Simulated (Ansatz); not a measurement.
# Lu2Ir2O7: the cost of one run

Program: Ansatz 0.2.0. Level of theory: DFT r²SCAN, scalar-relativistic, plane waves, PAW. These are calculated values, not measurements.

## (1) Starting point

Symmetry: Fd-3m, No. 227, cubic system. Conventional cell: a = 10.066 Å, b = 10.066 Å, c = 10.066 Å, α = 90.00°, β = 90.00°, γ = 90.00°. Lu (site symmetry -3m) is surrounded by 8 O at 2.18 to 2.40 Å. Ir (site symmetry -3m) has 6 O at 2.00 Å as nearest neighbours. O (site symmetry 2mm) has 2 Ir at 2.00 Å and 2 Lu at 2.40 Å as nearest neighbours. O (site symmetry -43m) has 4 Lu at 2.18 Å as nearest neighbours.

As a file:

```
Lu Ir O
1.0
     0.00000    5.03298    5.03298
     5.03298    0.00000    5.03298
     5.03298    5.03298    0.00000
Lu Ir O
4 4 14
Direct
  0.12500 0.62500 0.62500
  0.62500 0.12500 0.62500
  0.62500 0.62500 0.12500
  0.62500 0.62500 0.62500
  0.62500 0.12500 0.12500
  0.12500 0.62500 0.12500
  0.12500 0.12500 0.62500
  0.12500 0.12500 0.12500
  0.21481 0.21481 0.78519
  0.78519 0.78519 0.21481
  0.21481 0.78519 0.21481
  0.78519 0.21481 0.78519
  0.78519 0.21481 0.21481
  0.21481 0.78519 0.78519
  0.03519 0.03519 0.46481
  0.46481 0.46481 0.03519
  0.03519 0.46481 0.03519
  0.46481 0.03519 0.46481
  0.46481 0.03519 0.03519
  0.03519 0.46481 0.46481
  0.75000 0.75000 0.75000
  0.50000 0.50000 0.50000
```

This cell comes from an earlier session at r²SCAN: 11.590 Å³/atom at 0.01 GPa, on a 4×4×4 mesh.

## (2) Ferrimagnetic, in the cell as typed

input.yaml

```yaml
crystal:
  lattice:
    - [0.0, 5.0329839713, 5.0329839713]
    - [5.0329839713, 0.0, 5.0329839713]
    - [5.0329839713, 5.0329839713, 0.0]
  atoms:
    - { symbol: Lu, position: [0.125, 0.625, 0.625] }
    - { symbol: Lu, position: [0.625, 0.125, 0.625] }
    - { symbol: Lu, position: [0.625, 0.625, 0.125] }
    - { symbol: Lu, position: [0.625, 0.625, 0.625] }
    - { symbol: Ir, position: [0.625, 0.125, 0.125], spin: 1.0 }
    - { symbol: Ir, position: [0.125, 0.625, 0.125], spin: 1.0 }
    - { symbol: Ir, position: [0.125, 0.125, 0.625], spin: 1.0 }
    - { symbol: Ir, position: [0.125, 0.125, 0.125], spin: -1.0 }
    - { symbol: O, position: [0.2148149862, 0.2148149862, 0.7851850138] }
    - { symbol: O, position: [0.7851850138, 0.7851850138, 0.2148149862] }
    - { symbol: O, position: [0.2148149862, 0.7851850138, 0.2148149862] }
    - { symbol: O, position: [0.7851850138, 0.2148149862, 0.7851850138] }
    - { symbol: O, position: [0.7851850138, 0.2148149862, 0.2148149862] }
    - { symbol: O, position: [0.2148149862, 0.7851850138, 0.7851850138] }
    - { symbol: O, position: [0.0351850138, 0.0351850138, 0.4648149862] }
    - { symbol: O, position: [0.4648149862, 0.4648149862, 0.0351850138] }
    - { symbol: O, position: [0.0351850138, 0.4648149862, 0.0351850138] }
    - { symbol: O, position: [0.4648149862, 0.0351850138, 0.4648149862] }
    - { symbol: O, position: [0.4648149862, 0.0351850138, 0.0351850138] }
    - { symbol: O, position: [0.0351850138, 0.4648149862, 0.4648149862] }
    - { symbol: O, position: [0.75, 0.75, 0.75] }
    - { symbol: O, position: [0.5, 0.5, 0.5] }
basis:
  ecutwfc: 500
  ecutrho_ratio: 4
kpoints:
  mp_grid: { grid: [4, 4, 4] }
hamiltonian:
  xc: r2scan
scf:
  occupations: { method: gaussian, width: 0.05 }
  lower_state_search: "off"
output:
  forces: true
  stress: true
  eigenvalues: true
  populations: true
magnetization:
  spin_polarized: true
```

Command:

```
ansatz run input.yaml --threads 8 --pin off --max-ram 22528MiB --backend cpu --events-out ev --progress --plain --runs-dir out
```

What time and memory should one allow on 8 threads of Arm Neoverse V2, shared host?

About 4 min, with a peak of 4.9 GiB.
